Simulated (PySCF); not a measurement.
# C3H13N3Si2: the cost of one run

Computed with PySCF 2.14.0 and routines of our own; the level stands in each step. Atoms count from 0.

## 1. The system as given

21 atoms, charge 0, multiplicity 1; geometry from: GFN2-xTB.

## 2. Magnetic properties: GIAO KT3/pcSseg-1

The job: settings as JSON, then the geometry in Å.

```
{"job": {"kind": "mag", "xc": "KT3", "basis": "pcSseg-1", "isotopologues": 2}, "charge": 0, "multiplicity": 1}
C     -2.255933     1.904942     0.172682
C     -1.172908     1.133344     0.176935
N     -1.031515    -0.118923    -0.370622
C     -2.177342    -0.655094    -1.057516
Si     0.442429    -1.019948    -0.142253
N      0.441507    -1.581122     1.495186
Si     2.325967     0.246325    -0.465646
N      3.182639     0.261192     1.035801
H     -3.190023     1.617358    -0.273915
H     -2.228464     2.874415     0.635775
H     -0.269985     1.485139     0.658951
H     -1.921755    -1.617077    -1.493078
H     -3.017812    -0.794955    -0.370466
H     -2.496220     0.019431    -1.857138
H      0.279306    -2.105844    -1.132023
H      1.294932    -1.952263     1.879615
H     -0.352591    -2.085275     1.860573
H      2.068746     1.595686    -1.011642
H      3.299136    -0.367696    -1.378804
H      2.675860     0.489667     1.876316
H      4.095104     0.687640     1.070201
```

Method: GIAO KT3/pcSseg-1 magnetisability, rotational g tensor and spin-rotation constants, non-relativistic, gas phase.

Launch:

```sh
$ OMP_NUM_THREADS=1 python excited_run.py task.json out
```

This one command runs all jobs of the session in turn.

Q: Estimate the wall time and peak memory of this first job on 1 thread of Arm Neoverse V2, shared host.

About 53 s, with a peak of 0.93 GiB.
